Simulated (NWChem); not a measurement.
SiTe:

```xyz
2
Lattice="3.7680 0.0000 0.0000 0.0000 3.7680 0.0000 0.0000 0.0000 3.7680" Properties=species:S:1:pos:R:3 pbc="T T T"
Si    0.0000    0.0000    0.0000
Te   -1.8840   -1.8840   -1.8840
```

The cell was built by a generator and needn't be a form met in nature.

| Property | Result |
| --- | --- |
| Program | NWChem 7.3.0 |
| Task | single point |
| Functional | PBE |
| Potentials or basis | NWChem's default library (pspw_default) |
| Cutoff | 544 eV |
| Density cutoff | 1088 eV |
| k mesh | 7 × 7 × 7 |
| Occupations | fermi-dirac, width 0.05 eV |
| Spin | no spin polarisation |

On this cell: pressure -11.5 GPa.

The same run follows on a disturbed copy (cell strained along its third axis by -1 %):

```xyz
2
Lattice="3.7680 0.0000 0.0000 0.0000 3.7680 0.0000 0.0000 0.0000 3.7303" Properties=species:S:1:pos:R:3 pbc="T T T"
Si    0.0000    0.0000    0.0000
Te   -1.8840   -1.8840   -1.8651
```

Task: What does the disturbed cell give?

Result: The energy moves by -19.4 meV/atom; pressure -11.4 GPa.

Caveats: potentials of this library can shift pressures by several GPa and gaps by up to half an eV, enough to turn an indirect gap into a direct one.
